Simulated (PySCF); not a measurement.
# SnP at other levels of theory

Aim: see what other levels and later steps give for SnP.

Method: each script names its method and basis; program: PySCF 2.14.0.

9 further runs of the same task are left out: 9 that didn't finish.

### 1 The system as given

SnP: 2 atoms, charge 0, spin multiplicity 2.

Bond lengths: Sn1–P2 2.536 Å.

### 2 Base script

Contents of input.py:

```python
from pyscf import gto, scf, mcscf, mrpt

mol = gto.M(
    atom='Sn 0 0 0; P 0 0 2.536',
    basis='def2-svp',
    ecp={'Sn': 'def2-svp'},
    charge=0,
    spin=1,
    symmetry=True,
    verbose=4,
)
mf = scf.ROHF(mol)
mf = mf.newton()
mf.kernel()
mc = mcscf.CASSCF(mf, 8, 9)
mc.kernel()
mc.analyze()
mrpt.NEVPT(mc).kernel()
mf.dip_moment()
print('orbital energies (hartree):', mf.mo_energy[..., max(0, mol.nelec[1]-3):mol.nelec[0]+3].round(4))
```

Launch:

```console
OMP_NUM_THREADS=1 python input.py
```

### 3 MP2 (UHF)

Variant 1 changes step after the SCF: nevpt2 → mp2; SCF type: ROHF → UHF; frozen orbitals: none → 9.

Contents of input.py:

```python
from pyscf import gto, scf, mp

mol = gto.M(
    atom='Sn 0 0 0; P 0 0 2.536',
    basis='def2-svp',
    ecp={'Sn': 'def2-svp'},
    charge=0,
    spin=1,
    symmetry=True,
    verbose=4,
)
mf = scf.UHF(mol)
mf = mf.newton()
mf.kernel()
mp.MP2(mf, frozen=9).kernel()
mf.dip_moment()
print('orbital energies (hartree):', [e[max(0, n-3):n+3].round(4) for e, n in zip(mf.mo_energy, mol.nelec)])
```

### 4 SCF alone

Variant 2 changes step after the SCF: nevpt2 → none.

Edit input.py of step 2 so:

```diff
@@ -1,2 +1,2 @@
-from pyscf import gto, scf, mcscf, mrpt
+from pyscf import gto, scf
 
@@ -14,6 +14,2 @@
 mf.kernel()
-mc = mcscf.CASSCF(mf, 8, 9)
-mc.kernel()
-mc.analyze()
-mrpt.NEVPT(mc).kernel()
 mf.dip_moment()
```

### 5 Lc_wpbe (ROKS)

Variant 3 changes functional: none (Hartree–Fock) → lc_wpbe; SCF type: ROHF → ROKS; step after the SCF: nevpt2 → analyze.

Contents of input.py:

```python
from pyscf import gto, dft

mol = gto.M(
    atom='Sn 0 0 0; P 0 0 2.536',
    basis='def2-svp',
    ecp={'Sn': 'def2-svp'},
    charge=0,
    spin=1,
    symmetry=True,
    verbose=4,
)
mf = dft.ROKS(mol, xc='lc_wpbe')
mf = mf.newton()
mf.kernel()
mf.mulliken_pop()
mf.dip_moment()
print('orbital energies (hartree):', mf.mo_energy[..., max(0, mol.nelec[1]-3):mol.nelec[0]+3].round(4))
```

### 6 MP2 (UHF)

Variant 4 changes step after the SCF: nevpt2 → mp2; SCF type: ROHF → UHF.

Contents of input.py:

```python
from pyscf import gto, scf, mp

mol = gto.M(
    atom='Sn 0 0 0; P 0 0 2.536',
    basis='def2-svp',
    ecp={'Sn': 'def2-svp'},
    charge=0,
    spin=1,
    symmetry=True,
    verbose=4,
)
mf = scf.UHF(mol)
mf = mf.newton()
mf.kernel()
mp.MP2(mf).kernel()
mf.dip_moment()
print('orbital energies (hartree):', [e[max(0, n-3):n+3].round(4) for e, n in zip(mf.mo_energy, mol.nelec)])
```

### 7 B3pw91 (ROKS)

Variant 5 changes functional: none (Hartree–Fock) → b3pw91; SCF type: ROHF → ROKS; step after the SCF: nevpt2 → analyze.

Contents of input.py:

```python
from pyscf import gto, dft

mol = gto.M(
    atom='Sn 0 0 0; P 0 0 2.536',
    basis='def2-svp',
    ecp={'Sn': 'def2-svp'},
    charge=0,
    spin=1,
    symmetry=True,
    verbose=4,
)
mf = dft.ROKS(mol, xc='b3pw91')
mf = mf.newton()
mf.kernel()
mf.mulliken_pop()
mf.dip_moment()
print('orbital energies (hartree):', mf.mo_energy[..., max(0, mol.nelec[1]-3):mol.nelec[0]+3].round(4))
```

What does the calculation give? Wanted: for each run, E(SCF); from base; gap, α spin; SCF dipole; after the SCF.

As calculated:

| run | E(SCF) (hartree) | from base (eV) | cycles | gap, α spin (eV) | SCF dipole (D) | after the SCF |
| --- | --- | --- | --- | --- | --- | --- |
| base | -553.890417 | 0 | 5 macro | n/a | 3.63 | NEVPT2 correlation -6.913 eV (from the SCF energy, the CASSCF gain included) |
| MP2 (UHF) | -553.939795 | -1.3436 | 5 macro | 11.37 | 0.07 | MP2 correlation -3.897 eV, core frozen |
| SCF alone | -553.890417 | 0.0000 | 5 macro | n/a | 3.63 | n/a |
| lc_wpbe (ROKS) | -555.345948 | not comparable | 5 macro | n/a | 3.59 | n/a |
| MP2 (UHF) | -553.939795 | -1.3436 | 5 macro | 11.37 | 0.07 | MP2 correlation -4.598 eV |
| b3pw91 (ROKS) | -555.546609 | not comparable | 6 macro | n/a | 2.87 | n/a |

In words: Total energies of different functionals can't be compared with each other; differences within one functional can. The dearest run is “lc_wpbe (ROKS)”, at 24 s against 5.5 s.
